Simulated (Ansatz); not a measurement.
From input file to script: ZrTi₃, space group P6_3/mmc in Ansatz 0.2.0.

```yaml
crystal:
  lattice:
    - [6.057346, 0.0, 0.0]
    - [-3.028673, 5.245815, 0.0]
    - [0.0, 0.0, 4.753975]
  atoms:
    - { symbol: Zr, position: [0.666667, 0.333333, 0.25] }
    - { symbol: Zr, position: [0.333333, 0.666667, 0.75] }
    - { symbol: Ti, position: [0.320745, 0.160372, 0.75] }
    - { symbol: Ti, position: [0.839628, 0.160372, 0.75] }
    - { symbol: Ti, position: [0.839628, 0.679255, 0.75] }
    - { symbol: Ti, position: [0.679255, 0.839628, 0.25] }
    - { symbol: Ti, position: [0.160372, 0.839628, 0.25] }
    - { symbol: Ti, position: [0.160372, 0.320745, 0.25] }
kpoints:
  mp_grid: { grid: [8, 8, 8] }
hamiltonian:
  xc: pbesol
  pseudopotentials: { kind: nc }
scf:
  occupations: { method: gaussian, width: 0.05 }
output:
  forces: true
  stress: true
  eigenvalues: true
basis:
  xc_grid: 4
```

Launched from the shell:
```console
$ ansatz run input.yaml --threads 1 --pin off --max-ram 3072MiB --backend cpu --events-out ev --progress --plain --runs-dir out
Warning: the atoms were moved onto the symmetric positions of the space group found under crystal.symmetry.tolerance 1.0e-5 (fractional; no operation is sought that the atoms, as they stand in a round, miss by more than twice it, and no atom is moved by as much as it), and the run uses the moved positions. Before a round's move an operation carried an atom to 6.06e-6 Å from where it should land, [...]
Engine: ansatz 0.2.0, x86_64-unknown-linux-gnu
Pseudopotentials: kind: nc
Pseudopotential: Zr, nc, valence charge 12, recommended cutoff 897.975746 eV (normal), Zr.nc.azcp (PseudoDojo's, or run here from an input of PseudoDojo's: the run reads no file of this project's for it)
Pseudopotential: Ti, nc, valence charge 12, recommended cutoff 1142.878222 eV (normal), Ti.nc.azcp (PseudoDojo's, or run here from an input of PseudoDojo's: the run reads no file of this project's for it)
Functional definition: PBEsol
  exchange = pbesol_x
  correlation = pbesol_c
Crystal: 8 atoms, lattice volume = 151.061 Å³
Basis set: ecut = 1142.878222 eV, 13215 PW (Γ), exchange–correlation on 288×288×216 points (64 copies of the dense FFT grid, shifted against one another)
Bands: 58, of which v1, the nominal top of the filled ones, is band 48 counted from 1 (47 counted from 0)
Symmetry: 24 space group operations
Space group: P63/mmc (ITA 194), of the structure as read, at distance tolerance 5.3e-5 Å
k-points: 50 of 512
Non-local potential: Zr, projectors of the file, l = 0: 2, l = 1: 2, l = 2: 2
Non-local potential: Ti, projectors of the file, l = 0: 2, l = 1: 2, l = 2: 2
Initial density: superposition of atomic densities (chi_scale 0.1, normalization cell, long waves kept (reshape's long-wave potential 0.00 eV rms))
Initial wavefunctions: pseudopotential atomic-orbital guess
Functional: x = pbesol(κ = 0.804, μ = 0.12345679012345678), c = pbesol(β = 0.046)
SCF iter   1: F=—  HF=-12437.239809 eV  |F-HF|=—  |Δ(HF+E_count)|=         —  Δρ=6.67e-2  dr2=8.89e0  ethr=3.10e-3  ⟨swp⟩=8.6  Hψ=11773  notcnv=0
preconditioner: auto → Kerker (q_TF=auto, 2.530 Å⁻¹)  [metal: Δε(μ)=0.002 eV  Ē_g=2.671 eV  σ=0.050 eV  W_gap=0.02  n_scr=44 (ndim 8)  ℏωp=17.1 eV  f_vac=0.000  D(μ)=9.23/eV (n_scr^D=82)]
SCF iter   2: F=—  HF=-12435.528720 eV  |F-HF|=—  |Δ(HF+E_count)|=    1.71e0  Δρ=2.38e-2  dr2=1.09e0  ethr=3.10e-3  ⟨swp⟩=6.4  Hψ=7812  notcnv=0  defer=168
SCF iter   3: F=—  HF=-12435.344940 eV  |F-HF|=—  |Δ(HF+E_count)|=   1.84e-1  Δρ=1.26e-2  dr2=2.53e-1  ethr=1.14e-3  ⟨swp⟩=3.4  Hψ=3937  notcnv=0  defer=168
SCF iter   4: F=—  HF=-12435.281231 eV  |F-HF|=—  |Δ(HF+E_count)|=   6.37e-2  Δρ=2.20e-3  dr2=1.09e-2  ethr=2.64e-4  ⟨swp⟩=4.2  Hψ=4381  notcnv=0  defer=166
SCF iter   5: F=—  HF=-12435.280649 eV  |F-HF|=—  |Δ(HF+E_count)|=   5.82e-4  Δρ=5.84e-4  dr2=6.82e-4  ethr=1.13e-5  ⟨swp⟩=2.8  Hψ=3785  notcnv=0  defer=166
SCF iter   6: F=—  HF=-12435.280625 eV  |F-HF|=—  |Δ(HF+E_count)|=   2.39e-5  Δρ=1.36e-4  dr2=2.58e-5  ethr=7.11e-7  ⟨swp⟩=2.7  Hψ=5360  notcnv=0  defer=163
SCF iter   7: F=—  HF=-12435.280675 eV  |F-HF|=—  |Δ(HF+E_count)|=   4.97e-5  Δρ=3.21e-5  dr2=1.09e-6  ethr=2.69e-8  ⟨swp⟩=4.0  Hψ=6399  notcnv=0  defer=163
SCF iter   8: F=—  HF=-12435.280675 eV  |F-HF|=—  |Δ(HF+E_count)|=   2.47e-7  Δρ=1.59e-5  dr2=5.44e-7  ethr=1.04e-10  ⟨swp⟩=28.2  Hψ=21731  notcnv=0
SCF iter   9: F=-12435.280675 eV  HF=-12435.280675 eV  |F-HF|=8.62e-9  |Δ(HF+E_count)|=   7.69e-8  Δρ=3.11e-6  dr2=1.16e-8  ethr=1.04e-10  ⟨swp⟩=5.9  Hψ=13094  notcnv=0
SCF 1 converged in 9 iterations: F = -12435.280675 eV  dr2 = 1.16e-8
SCF converged after 9 iterations
Free energy (F): -12435.280675 eV
Harris-Foulkes:  -12435.280675 eV  (|F-HF|=8.62e-9)
Internal energy: -12435.265443 eV  (E = F + TS)
E sigma→0 (E₀):  -12435.273059 eV
Entropy (-TS):   -0.015232 eV (-1.904 meV/atom)
Fermi energy:    13.468909 eV
--- Per-component energies (eV) ---
  E_band       = -1138.521676
  E_kinetic    = 4612.383922
  E_local      = -8876.358360  (includes V_loc(G=0)·N_el)
  E_nonlocal   = 360.450727
  E_hartree    = 2397.543060
  E_xc         = -1950.608062
  E_vxc        = -2030.084317  (∫ρ·V_xc dr)
  E_ewald      = -8978.676731
  E_smearing   = -0.015232  (= −TS)
  E_closure    = -0.000000  (closes the sum)
  Σ components = -12435.280675   (vs F -12435.280675, Δ=0.00e0)
--- Forces (eV/Å), atoms counted from 1 ---
  atom   1  Zr    -0.00000000    -0.00000000     0.00000000
  atom   2  Zr     0.00000000     0.00000000     0.00000000
  atom   3  Ti     0.00032722     0.00018892     0.00000000
  atom   4  Ti    -0.00032722     0.00018892     0.00000000
  atom   5  Ti    -0.00000000    -0.00037784     0.00000000
  atom   6  Ti    -0.00032722    -0.00018892     0.00000000
  atom   7  Ti     0.00032722    -0.00018892     0.00000000
  atom   8  Ti    -0.00000000     0.00037784     0.00000000
  max |Σ_I F_I| component: 3.12e-17 eV/Å
--- Stress (GPa, compression-positive) ---
       -3.913401       0.000000       0.000000
       -0.000000      -3.913401       0.000000
        0.000000       0.000000      -4.028664
  P = ⅓ Tr σ = -3.9518 GPa (-39.518 kbar)
--- Band table (eV; the first three rows and the last of 50) ---
  k-point 0: bands = ["-43.1804", "-43.1166", "-43.1166", "-43.0977", "-43.0765", "-43.0765", "-34.8613", "-34.8591", "-19.7913", "-19.7259", "-19.6269", "-19.6269", "-19.6168", "-19.5671", "-19.5671", "-19.5340", "-19.5340", "-19.4367", "-19.4124", "-19.4124", "-19.3435", "-19.3256", "-19.3256", "-19.3159", "-19.3159", "-19.2843", "-13.0263", "-13.0079", "-12.9454", "-12.9454", "-12.9260", "-12.9260", "7.4332", "10.5893", "10.9479", "10.9479", "11.1342", "11.1342", "11.3533", "11.3770", "11.4428", "11.4428", "11.7318", "12.5395", "13.1235", "13.1235", "13.7985", "13.9158", "13.9158", "13.9491", "13.9491", "14.1889", "14.1889", "14.4166", "14.4188", "14.4760", "14.6940", "14.6940"]
  k-point 1: bands = ["-43.1772", "-43.1151", "-43.1151", "-43.1009", "-43.0781", "-43.0781", "-34.8613", "-34.8593", "-19.7800", "-19.7264", "-19.6553", "-19.6553", "-19.6154", "-19.5564", "-19.5564", "-19.5286", "-19.5286", "-19.4309", "-19.4024", "-19.4024", "-19.3559", "-19.3259", "-19.3259", "-19.3134", "-19.3134", "-19.2902", "-13.0266", "-13.0101", "-12.9442", "-12.9442", "-12.9261", "-12.9261", "7.5675", "10.5495", "10.7430", "10.7430", "11.1472", "11.1472", "11.2104", "11.3958", "11.7805", "11.7805", "12.0271", "12.4291", "12.7829", "12.7829", "13.8802", "14.0184", "14.0184", "14.1214", "14.1214", "14.2351", "14.3237", "14.3237", "14.3393", "14.5880", "14.6104", "14.6104"]
  k-point 2: bands = ["-43.1683", "-43.1107", "-43.1107", "-43.1098", "-43.0824", "-43.0824", "-34.8612", "-34.8596", "-19.7539", "-19.7271", "-19.6851", "-19.6851", "-19.6051", "-19.6024", "-19.6024", "-19.4703", "-19.4703", "-19.4146", "-19.3919", "-19.3879", "-19.3879", "-19.3266", "-19.3266", "-19.3098", "-19.3098", "-19.3069", "-13.0271", "-13.0153", "-12.9408", "-12.9408", "-12.9268", "-12.9268", "7.9562", "10.3831", "10.5552", "10.5552", "11.0478", "11.1143", "11.1143", "11.4426", "12.2897", "12.3085", "12.3085", "12.4265", "12.4265", "12.4912", "13.7920", "14.0202", "14.0202", "14.1209", "14.1259", "14.2699", "14.2699", "14.4490", "14.4490", "14.4563", "14.4563", "14.4872"]
  k-point 49: bands = ["-43.1272", "-43.1272", "-43.1084", "-43.1084", "-43.0966", "-43.0966", "-34.8611", "-34.8611", "-19.6690", "-19.6690", "-19.6571", "-19.6571", "-19.6530", "-19.6530", "-19.4768", "-19.4768", "-19.4515", "-19.4515", "-19.3998", "-19.3998", "-19.3724", "-19.3724", "-19.3583", "-19.3583", "-19.3384", "-19.3384", "-13.0280", "-13.0280", "-12.9471", "-12.9471", "-12.9422", "-12.9422", "10.4396", "10.4396", "10.6768", "10.6768", "10.9694", "10.9694", "12.0091", "12.0091", "12.4642", "12.4642", "12.7768", "12.7768", "12.9002", "12.9002", "12.9370", "12.9370", "13.2346", "13.2346", "13.5035", "13.5035", "13.6636", "13.6636", "13.8772", "13.8772", "14.8307", "14.8307"]
```

`run_deck.py`:
```python
# -*- coding: utf-8 -*-
"""Single point of ZrTi3 through the engine session."""

from collections import Counter

import ansatz

config = {
    "crystal": {
        "lattice": [[6.057346, 0.0, 0.0], [-3.028673, 5.245815, 0.0], [0.0, 0.0, 4.753975]],
        "atoms": [
            {"symbol": "Zr", "position": [0.666667, 0.333333, 0.25]},
            {"symbol": "Zr", "position": [0.333333, 0.666667, 0.75]},
            {"symbol": "Ti", "position": [0.320745, 0.160372, 0.75]},
            {"symbol": "Ti", "position": [0.839628, 0.160372, 0.75]},
            {"symbol": "Ti", "position": [0.839628, 0.679255, 0.75]},
            {"symbol": "Ti", "position": [0.679255, 0.839628, 0.25]},
            {"symbol": "Ti", "position": [0.160372, 0.839628, 0.25]},
            {"symbol": "Ti", "position": [0.160372, 0.320745, 0.25]},
        ],
    },
    "kpoints": {"mp_grid": {"grid": [8, 8, 8]}},
    "hamiltonian": {"xc": "pbesol", "pseudopotentials": {"kind": "nc"}},
    "scf": {"occupations": {"method": "gaussian", "width": 0.05}},
    "output": {"forces": True, "stress": True, "eigenvalues": True},
    "basis": {"xc_grid": 4},
}

planned = ansatz.Session.from_dict(config).plan(threads=1, pin="off")
res = planned.execute()
r = res.report

n_atoms = len(r["lattice"]["sites"])
print("F =", round(r["free_energy_ev"], 4), "eV for", n_atoms, "atoms")
print("E(sigma -> 0) =", round(r["energy_sigma0_ev"], 4), "eV, TS =", round(r["entropy_ts_ev"], 5), "eV")
print("closed by", r["closed_by"], "after", r["n_iterations"], "iterations")

fermi = r["fermi_energy_ev"]
print("levels less the Fermi level (eV) at the first k-points")
for k, levels in list(zip(r["kpoints_frac"], r["eigenvalues_ev"]))[:6]:
    print("k = ({:.3f}, {:.3f}, {:.3f})".format(*k))
    print("   ", " ".join(f"{e - fermi:.3f}" for e in levels))

# forces, one row an atom
print("forces (eV/A)")
for site, force in zip(res.lattice.sites, r["forces_ev_ang"]):
    print(f"  {site.symbol:2s} {force[0]:9.4f} {force[1]:9.4f} {force[2]:9.4f}")

told = Counter((n["data"]["severity"], n["data"]["kind"]) for n in res.notices if n["event"] == "notice")
for (severity, kind), count in sorted(told.items()):
    print(f"{severity:8s} {kind} x{count}")

used = r["setup"]
print("cutoffs (eV):", used["ecut_ev"], used["ecutrho_ev"], " FFT grid:", used["fft_dense"])
print("cell volume {:.3f} A^3, {} symmetry operations".format(used["cell_volume_ang3"], used["n_sym_ops"]))
```

`python run_deck.py` gives:
```text
DeckWarning: the atoms were moved onto the symmetric positions of the space group found under crystal.symmetry.tolerance 1.0e-5 (fractional; no operation is sought that the atoms, as they stand in a round, miss by more than twice it, and no atom is moved by [...]
DeckWarning: basis.ecutwfc = 1142.878222 eV, auto-derived from the records' recommended cutoffs: set by Ti (normal level)
F = -12435.2807 eV for 8 atoms
E(sigma -> 0) = -12435.2731 eV, TS = 0.01523 eV
closed by deck_thresholds after 9 iterations
levels less the Fermi level (eV) at the first k-points
k = (0.000, 0.000, 0.000)
    -56.649 -56.586 -56.586 -56.567 -56.545 -56.545 -48.330 -48.328 -33.260 -33.195 -33.096 -33.096 -33.086 -33.036 -33.036 -33.003 -33.003 -32.906 -32.881 -32.881 -32.812 -32.794 -32.794 -32.785 -32.785 -32.753 -26.495 -26.477 -26.414 -26.414 -26.395 -26.395 -6.036 -2.880 -2.521 -2.521 -2.335 -2.335 -2.116 -2.092 -2.026 -2.026 -1.737 -0.929 -0.345 -0.345 0.330 0.447 0.447 0.480 0.480 0.720 0.720 0.948 0.950 1.007 1.225 1.225
k = (0.000, 0.000, 0.125)
    -56.646 -56.584 -56.584 -56.570 -56.547 -56.547 -48.330 -48.328 -33.249 -33.195 -33.124 -33.124 -33.084 -33.025 -33.025 -32.997 -32.997 -32.900 -32.871 -32.871 -32.825 -32.795 -32.795 -32.782 -32.782 -32.759 -26.495 -26.479 -26.413 -26.413 -26.395 -26.395 -5.901 -2.919 -2.726 -2.726 -2.322 -2.322 -2.258 -2.073 -1.688 -1.688 -1.442 -1.040 -0.686 -0.686 0.411 0.549 0.549 0.653 0.653 0.766 0.855 0.855 0.870 1.119 1.141 1.141
k = (0.000, 0.000, 0.250)
    -56.637 -56.580 -56.580 -56.579 -56.551 -56.551 -48.330 -48.329 -33.223 -33.196 -33.154 -33.154 -33.074 -33.071 -33.071 -32.939 -32.939 -32.884 -32.861 -32.857 -32.857 -32.795 -32.795 -32.779 -32.779 -32.776 -26.496 -26.484 -26.410 -26.410 -26.396 -26.396 -5.513 -3.086 -2.914 -2.914 -2.421 -2.355 -2.355 -2.026 -1.179 -1.160 -1.160 -1.042 -1.042 -0.978 0.323 0.551 0.551 0.652 0.657 0.801 0.801 0.980 0.980 0.987 0.987 1.018
k = (0.000, 0.000, 0.375)
    -56.624 -56.592 -56.573 -56.573 -56.558 -56.558 -48.330 -48.329 -33.202 -33.196 -33.164 -33.164 -33.117 -33.117 -33.040 -32.916 -32.889 -32.889 -32.859 -32.850 -32.850 -32.801 -32.795 -32.795 -32.781 -32.781 -26.496 -26.490 -26.405 -26.405 -26.398 -26.398 -4.915 -3.518 -2.935 -2.935 -2.548 -2.548 -2.456 -2.146 -1.063 -1.063 -1.058 -0.820 -0.820 -0.681 0.068 0.368 0.520 0.520 0.769 0.769 1.003 1.003 1.038 1.047 1.236 1.236
k = (0.000, 0.000, -0.500)
    -56.608 -56.608 -56.565 -56.565 -56.565 -56.565 -48.330 -48.330 -33.196 -33.196 -33.151 -33.151 -33.151 -33.151 -32.981 -32.981 -32.858 -32.858 -32.858 -32.858 -32.830 -32.830 -32.789 -32.789 -32.789 -32.789 -26.494 -26.494 -26.401 -26.401 -26.401 -26.401 -4.196 -4.196 -2.792 -2.792 -2.792 -2.792 -2.341 -2.341 -0.877 -0.877 -0.877 -0.877 -0.779 -0.779 0.113 0.113 0.605 0.605 0.605 0.605 1.369 1.369 1.369 1.369 1.423 1.423
k = (0.000, 0.125, 0.000)
    -56.648 -56.587 -56.586 -56.566 -56.546 -56.545 -48.330 -48.328 -33.258 -33.186 -33.099 -33.096 -33.078 -33.033 -33.031 -33.001 -32.996 -32.909 -32.884 -32.881 -32.810 -32.806 -32.798 -32.793 -32.786 -32.757 -26.495 -26.477 -26.417 -26.416 -26.398 -26.395 -5.926 -2.813 -2.668 -2.482 -2.372 -2.246 -2.037 -1.994 -1.991 -1.964 -1.712 -0.939 -0.428 -0.398 0.303 0.439 0.440 0.485 0.496 0.515 0.782 0.794 0.950 1.093 1.149 1.208
forces (eV/A)
  Zr   -0.0000   -0.0000    0.0000
  Zr    0.0000    0.0000    0.0000
  Ti    0.0003    0.0002    0.0000
  Ti   -0.0003    0.0002    0.0000
  Ti   -0.0000   -0.0004    0.0000
  Ti   -0.0003   -0.0002    0.0000
  Ti    0.0003   -0.0002    0.0000
  Ti   -0.0000    0.0004    0.0000
audit    band_cg_iterations x1
audit    preconditioner_resolved x1
cutoffs (eV): 1142.878222 4571.512888  FFT grid: [72, 72, 54]
cell volume 151.061 A^3, 24 symmetry operations
```
(Warnings from the package without file and line, shortened.)

Caveats:
- The settings weren't tested for convergence.
- The computed bands are complete only to about 0.9 eV above the Fermi level.
- This cell is a computed structure, which may not be the phase found in nature.
- Gaps and levels are Kohn-Sham values on a finite set of k-points, without spin-orbit coupling.
- Finished in 2.7 min on 1 thread of Intel(R) Xeon(R) Platinum 8488C (Sapphire Rapids) (shared host), peak memory 2 GiB.

(A comment or docstring line of the script was reworded after the run, the code is as it ran; lines on the test bed's own set-up are left out of the output.)
